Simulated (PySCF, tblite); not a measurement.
# C7H11ClSi: geometry, infrared bands and NMR shifts

Wanted: the infrared bands and NMR shifts of C7H11ClSi (`C#C[C@@H]1C[SiH2]CC[C@H]1Cl`), by calculation.

Computed with tblite 0.8.0 and PySCF 2.14.0, with density-fitted response routines of our own, on a single molecule in the gas phase. Atoms are numbered from 0 throughout.

**1. The starting structure**

20 atoms, charge 0, multiplicity 1; geometry from: force field or distance geometry start.

Bonds of the start (Å): C0–C1 1.22, C1–C2 1.47, C2–C3 1.56, C3–Si4 1.89, Si4–C5 1.88, C5–C6 1.54, C6–C7 1.54, C7–Cl8 1.80, C7–C2 1.55, C0–H9 1.06, C2–H10 1.10, C3–H11 1.09, C3–H12 1.09, Si4–H13 1.48, Si4–H14 1.50, C5–H15 1.11, C5–H16 1.09, C6–H17 1.10, C6–H18 1.10, C7–H19 1.10.

**2. Optimising the geometry with GFN2-xTB**

Job settings and geometry (Å):

```
{"job": {"kind": "relax", "xc": "GFN2-xTB", "basis": "xTB"}, "charge": 0, "multiplicity": 1}
C      2.632900    -0.243600     1.620100
C      1.957500    -0.267100     0.609600
C      1.158600    -0.311800    -0.618100
C      0.635300     1.111800    -0.990100
Si    -0.814300     1.700100     0.070200
C     -1.885700     0.167600     0.251400
C     -1.067000    -1.108700     0.501000
C      0.057600    -1.398100    -0.517100
Cl    -0.664600    -1.711700    -2.140000
H      3.209700    -0.210100     2.513200
H      1.839100    -0.606100    -1.424600
H      0.300600     1.101500    -2.025000
H      1.444300     1.838500    -0.904800
H     -0.327400     2.140000     1.393400
H     -1.553100     2.813900    -0.600400
H     -2.586200     0.319200     1.093500
H     -2.485000     0.051600    -0.648000
H     -0.624100    -1.067700     1.507600
H     -1.762400    -1.959000     0.537500
H      0.529000    -2.349800    -0.232200
```

The run is started by

```console
> OMP_NUM_THREADS=1 python probes_run.py task.json out
```

One launch serves the whole session: the jobs run in the order shown.

**Question.** This job is followed by: GFN2-xTB harmonic vibrations, gas phase; GIAO PBE0/pcSseg-1 NMR shielding, non-relativistic, gas phase. Predict these results of the whole session: strongest single infrared mode (GFN2-xTB); zero-point energy (GFN2-xTB); ¹³C shifts against TMS (PBE0/pcSseg-1); ¹H shifts against TMS (PBE0/pcSseg-1); ²⁹Si shifts against TMS (PBE0/pcSseg-1); ³⁵Cl shifts against HCl (PBE0/pcSseg-1).

**Answer**, as computed:

| quantity | value |
| --- | --- |
| strongest single infrared mode (GFN2-xTB) | 2236 cm⁻¹, 333 km/mol |
| zero-point energy (GFN2-xTB) | 96.9 kcal/mol |
| ¹³C shifts against TMS (PBE0/pcSseg-1) | 90.2, 81.3, 67.7, 35.1, 30.2, 9.9, 3.8 ppm |
| ¹H shifts against TMS (PBE0/pcSseg-1) | 4.44, 4.33, 3.97, 3.36, 2.64, 2.13, 1.80, 1.70, 1.46, 0.90, 0.61 ppm |
| ²⁹Si shifts against TMS (PBE0/pcSseg-1) | -55.0 ppm |
| ³⁵Cl shifts against HCl (PBE0/pcSseg-1) | 128 ppm |

What this shows: Relaxing lowered the energy by 0.152 eV in 62 steps; the close pair that moved most is Si4–H14, from 1.495 to 1.465 Å. All 54 modes are real, so the xTB geometry is a minimum. The strongest single mode, at 2236 cm⁻¹, moves mainly H13. Unscaled tight-binding wavenumbers are off by several per cent, some by more. Its intensities can rank the bands wrongly. At PBE0/pcSseg-1: The largest span, 429 ppm, is at Cl8, where the paramagnetic term is -325 ppm.
